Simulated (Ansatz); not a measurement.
# SiGeH (quartet): the correlation ladder, cc-pVDZ

One table from this session's results is given with a row withheld; the runs are named, their logs left out.

The runs use Ansatz 0.2.0, Gaussian basis; cc-pVDZ, core rule «outside noble gas», up to 19 orbitals frozen.

The runs, in order: UHF; CCSD(T) on ROHF; CCSD(T) on UHF; BCCD(T) on ROHF; CISD; CCSDT(Q) on ROHF; CCSDT(Q) on UHF; CASSCF and MRCISD+Q, 9 electrons in 9 orbitals; CASSCF and NEVPT2, 9 electrons in 9 orbitals.

16 further runs of the same task are left out: 5 that didn't finish, 11 set aside as unsound or not needed.

### The geometry

The geometry is a PBE0/def2-TZVP stationary point (not a proven minimum) of the parent state, kept for this charge and spin. No spin-orbit coupling is included. The filled d shell of Ge may be among the frozen orbitals whatever the setting's name suggests; the logs give the count.

3 atoms, charge 0, spin multiplicity 4.

Atoms are counted from 1 here; the program's logs count them from 0.

Bond lengths: Si1–Ge2 2.296 Å, Si1–H3 1.673 Å, Ge2–H3 1.819 Å. Angles: Ge2–Si1–H3 51.7°, Si1–Ge2–H3 46.2°, Si1–H3–Ge2 82.1°.

The first run:

Input file in.yaml:

```yaml
crystal:
  periodic: [false, false, false]
  atoms:
    - {symbol: Si, position_ang: [0.000000, -0.036792, 1.649022]}
    - {symbol: Ge, position_ang: [0.000000, -0.003695, -0.646339]}
    - {symbol: H, position_ang: [0.000000, 1.291472, 0.631435]}
basis:
  gaussian: {orbitals: cc-pVDZ}
magnetization: {spin_polarized: true, initial_magnetization: 3}
hamiltonian: {xc: hf}
output: {orbitals: {seedname: orbitals}}
```

On the command line:

```bash
> ansatz run in.yaml --threads 1 --pin off --events-out ev --progress --plain --max-ram 2393MiB
```

Steps of the session up to this table: UHF; CCSD(T) on ROHF; CCSD(T) on UHF; BCCD(T) on ROHF; CISD; CCSDT(Q) on ROHF; CCSDT(Q) on UHF; CASSCF and MRCISD+Q, 9 electrons in 9 orbitals; CASSCF and NEVPT2, 9 electrons in 9 orbitals.

One of the session's tables, all rows but one given; the rest of the session is left out.

```
          method  from UCCSDT(Q) (meV)
            ROHF               +4869.9
             UHF               +4607.8
            RMP2               +1071.2
            UMP2               +1134.8
            CISD                +512.7
           RCCSD                +229.6
           UCCSD                +215.8
        RCCSD(T)                 +54.7
        UCCSD(T)                 +49.8
         BCCD(T)                 +54.8
          RCCSDT                 +17.9
          UCCSDT                 +10.7
       RCCSDT(Q)                  +6.9
       UCCSDT(Q)                     0
  CASSCF valence               +3359.9
  NEVPT2 valence                +796.5
  MRCISD valence                     ?
MRCISD+Q valence                  -7.2
```

**Question.** Estimate the row for MRCISD valence.

As computed: from UCCSDT(Q) (meV): +251.1. In the column «from UCCSDT(Q) (meV)» it lies between RCCSD (+229.6) and CISD (+512.7).

Among the levels timed on like hardware and quicker than the yardstick, those that no quicker one beats, quickest first: CISD (3.2 s, +512.7 meV); MRCISD+Q valence (8 s, -7.2 meV).

Limits of these values: Of the multireference levels listed MRCISD+Q valence comes nearest in total energy (-7.2 meV), which doesn't show that its space is the better one. Restricted and unrestricted rows rest on different reference determinants; where their highest levels disagree by more than a few hundredths of an eV, they describe different states and don't form one ladder.
